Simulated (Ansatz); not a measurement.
# CH₅ClMoN₂O: one species, many functionals

The task here is to estimate one member of a computed series from the others.

The runs use Ansatz 0.2.0, Gaussian basis; functionals in def2-TZVPP.

Levels to be run: LDA (SPW92), PBE-D4, revPBE-D4, BLYP-D4, r2SCAN-D4, B97M-V, PBE0-D4, B3LYP-D4, r2SCANh-D4, r2SCAN0-D4, HSE06-D4.

**The relaxed structure**

The geometry comes from an earlier relaxation with PBE0-D4 in a triple-zeta def2 set; it is a stationary point, not always the lowest conformer. Mo takes the def2 core potential; no spin-orbit term is included.

SMILES `C[N]=[Mo]([NH2])(=[O])[Cl]`, 11 atoms, charge 0, spin multiplicity 1.

Atoms are counted from 1 here; the program's logs count them from 0.

Bond lengths: C1–N2 1.418 Å, C1–H7 1.096 Å, C1–H8 1.095 Å, C1–H9 1.095 Å, N2–Mo3 1.722 Å, Mo3–N4 1.927 Å, Mo3–O5 1.680 Å, Mo3–Cl6 2.287 Å, N4–H10 1.010 Å, N4–H11 1.008 Å. Angles: N2–C1–H7 111.8°, N2–C1–H8 109.8°, N2–C1–H9 109.7°, H7–C1–H8 109.0°, H7–C1–H9 108.9°, H8–C1–H9 107.7°, C1–N2–Mo3 151.6°, N2–Mo3–N4 105.3°, N2–Mo3–O5 109.6°, N2–Mo3–Cl6 108.3°, N4–Mo3–O5 110.8°, N4–Mo3–Cl6 112.2°, O5–Mo3–Cl6 110.4°, Mo3–N4–H10 121.8°, Mo3–N4–H11 125.2°, H10–N4–H11 111.5°.

The first run:

in.yaml

```yaml
crystal:
  periodic: [false, false, false]
  atoms:
    - {symbol: C, position_ang: [-0.688344, -1.309944, -1.426706]}
    - {symbol: N, position_ang: [-0.532582, -0.376439, -0.370181]}
    - {symbol: Mo, position_ang: [0.165588, 1.045963, 0.302838]}
    - {symbol: N, position_ang: [0.955061, 0.485479, 1.968509]}
    - {symbol: O, position_ang: [1.336996, 1.647854, -0.739880]}
    - {symbol: Cl, position_ang: [-1.497806, 2.586014, 0.609070]}
    - {symbol: H, position_ang: [0.008108, -1.113452, -2.249198]}
    - {symbol: H, position_ang: [-1.712973, -1.267154, -1.810306]}
    - {symbol: H, position_ang: [-0.515542, -2.324063, -1.051288]}
    - {symbol: H, position_ang: [1.733739, 0.979653, 2.381098]}
    - {symbol: H, position_ang: [0.813254, -0.410912, 2.406744]}
basis:
  gaussian: {orbitals: def2-TZVPP}
hamiltonian: {xc: lda}
output: {orbitals: {seedname: orbitals}}
```

Steps of the session up to this table: LDA; PBE-D4 (GGA); revPBE-D4 (GGA); BLYP-D4 (GGA); r2SCAN-D4 (meta-GGA); B97M-V (meta-GGA); PBE0-D4 (hybrid); B3LYP-D4 (hybrid); r2SCANh-D4 (hybrid); r2SCAN0-D4 (hybrid); HSE06-D4 (hybrid).

One table of the session follows, with a row left open; its other results are not shown here.

It belongs to the step «Orbital energies across the functionals». 

| functional | HOMO (eV) | LUMO (eV) | gap (eV) |
| --- | --- | --- | --- |
| LDA (SPW92) | -6.53 | -2.75 | 3.78 |
| PBE-D4 | -6.36 | -2.55 | 3.81 |
| revPBE-D4 | -6.29 | -2.47 | 3.82 |
| BLYP-D4 | ? | ? | ? |
| r2SCAN-D4 | -6.64 | -2.51 | 4.12 |
| B97M-V | -6.72 | -2.48 | 4.24 |
| PBE0-D4 | -7.71 | -1.84 | 5.87 |
| B3LYP-D4 | -7.49 | -2.05 | 5.43 |
| r2SCANh-D4 | -7.14 | -2.24 | 4.90 |
| r2SCAN0-D4 | -7.91 | -1.82 | 6.09 |
| HSE06-D4 | -7.31 | -2.21 | 5.09 |

Q: Estimate the row for BLYP-D4 from the others.

**Answer.** HOMO (eV): -6.24; LUMO (eV): -2.45; gap (eV): 3.79. In the column «HOMO (eV)» it is the highest.
